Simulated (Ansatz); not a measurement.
# Cl2FHSi + HCl + H2O: a complex and its separated parts

The complex below is one end of an elementary step. How strongly is it bound against its free parts?

Method: PBE0-D4/def2-TZVP structures, single points in def2-TZVPP, no counterpoise correction; program: Ansatz 0.2.0, Gaussian basis.

Levels: SPW92, PBE-D4, BLYP-D4, r2SCAN-D4, B97M-V, PBE0-D4, B3LYP-D4, r2SCAN0-D4, BHLYP-D4, CAM-B3LYP-D4, wB97X-V, wB97M-V, B2PLYP, PBE-QIDH, RPA on PBE, Hartree-Fock, MP2, CCSD, CCSD(T).

Cores are frozen in the correlated methods. B3LYP uses VWN-RPA correlation. B2PLYP carries no dispersion term here.

113 further runs of the same task are left out: 113 set aside as unsound or not needed. Runs told in other sessions of the task aren't counted.

### Step 1. The system as given

The complex: 10 atoms, charge 0, spin multiplicity 1.

Atoms are counted from 1 here; the program's logs count them from 0.

Bond lengths: Si1–H2 1.463 Å, Si1–Cl4 2.018 Å, Si1–Cl5 2.027 Å, Si1–F7 1.597 Å, Cl3–H10 1.318 Å, H6–O9 0.964 Å, H8–O9 0.961 Å. Angles: H2–Si1–Cl4 112.3°, H2–Si1–Cl5 110.4°, H2–Si1–F7 109.5°, Cl4–Si1–Cl5 110.1°, Cl4–Si1–F7 107.8°, Cl5–Si1–F7 106.6°, H6–O9–H8 106.2°.

As a file:

```mol
Cl3FH4OSi
  3D, bonds by distance, orders not assigned

 10  7  0  0  0  0  0  0  0  0999 V2000
   -0.4577   -1.5074    0.9218 Si  0  0
   -1.4065   -1.8526   -0.1370 H   0  0
   -1.7074    1.0928   -1.4228 Cl  0  0
   -1.2366   -0.2068    2.2530 Cl  0  0
    0.1805   -3.1797    1.8720 Cl  0  0
    1.4176    1.0506   -0.3407 H   0  0
    0.8357   -0.8284    0.2775 F   0  0
    1.7277    2.0160   -1.4989 H   0  0
    1.1398    1.8770   -0.7518 O   0  0
   -0.4930    1.5386   -1.1730 H   0  0
  1  2  8  0
  1  4  8  0
  1  5  8  0
  1  7  8  0
  3 10  8  0
  6  9  8  0
  8  9  8  0
M  END
```

Its parts: Cl2FHSi holds atoms 1, 2, 4, 5, 7; HCl holds atoms 3, 10; H2O holds atoms 6, 8, 9. Each part counts its atoms afresh in its own runs.

### Step 2. Relaxing Cl2FHSi alone

File relax-a/in.yaml:

```yaml
crystal:
  periodic: [false, false, false]
  atoms:
    - {symbol: Si, position_ang: [-0.457692, -1.507424, 0.921769]}
    - {symbol: H, position_ang: [-1.406532, -1.852585, -0.136993]}
    - {symbol: Cl, position_ang: [-1.236623, -0.206777, 2.253050]}
    - {symbol: Cl, position_ang: [0.180503, -3.179699, 1.872036]}
    - {symbol: F, position_ang: [0.835702, -0.828413, 0.277472]}
basis:
  gaussian: {orbitals: def2-TZVP}
hamiltonian: {xc: pbe0, dispersion: d4}
relax: {f_tol: 0.005, max_steps: 200}
```

Command:

```bash
ansatz run in.yaml --threads 8 --pin off --events-out ev --progress --plain --max-ram 19148MiB
```

The runs that follow: Relaxing HCl alone; Relaxing H2O alone; SPW92/def2-TZVPP; PBE-D4/def2-TZVPP; BLYP-D4/def2-TZVPP; r2SCAN-D4/def2-TZVPP; B97M-V/def2-TZVPP; PBE0-D4/def2-TZVPP; B3LYP-D4/def2-TZVPP; r2SCAN0-D4/def2-TZVPP; BHLYP-D4/def2-TZVPP; CAM-B3LYP-D4/def2-TZVPP; wB97X-V/def2-TZVPP; wB97M-V/def2-TZVPP; B2PLYP/def2-TZVPP; PBE-QIDH/def2-TZVPP; RPA on PBE/def2-TZVPP; CCSD(T)/def2-TZVPP; Vibrations of Cl2FHSi; Vibrations of HCl; Vibrations of H2O.

Before running it: what results should come out? Wanted: complex less parts, CCSD(T)/def2-TZVPP; with zero-point energy; largest T1 diagnostic.

The runs gave:

| quantity | value |
| --- | --- |
| complex less parts, CCSD(T)/def2-TZVPP | -0.406 eV |
| with zero-point energy | -0.275 eV |
| largest T1 diagnostic | 0.010 |

In words: At CCSD(T) the complex lies 0.406 eV below its parts. The functionals run from B2PLYP, off by +0.012 eV, to SPW92, off by -0.410 eV, against CCSD(T). Mean unsigned error by rung: LDA 0.410, GGA 0.149, meta-GGA 0.099, hybrid 0.106, range-separated hybrid 0.093, double hybrid 0.017 eV. The double hybrids carry no dispersion term here, unlike the levels marked D4 or V. PBE-D4 gives a relative energy 0.170 eV too low, outside chemical accuracy (1 kcal/mol, 0.043 eV). No counterpoise was applied, and triple zeta lacks some correlation, so the CCSD(T) reference has a basis error of its own, and close matches with it are partly luck.
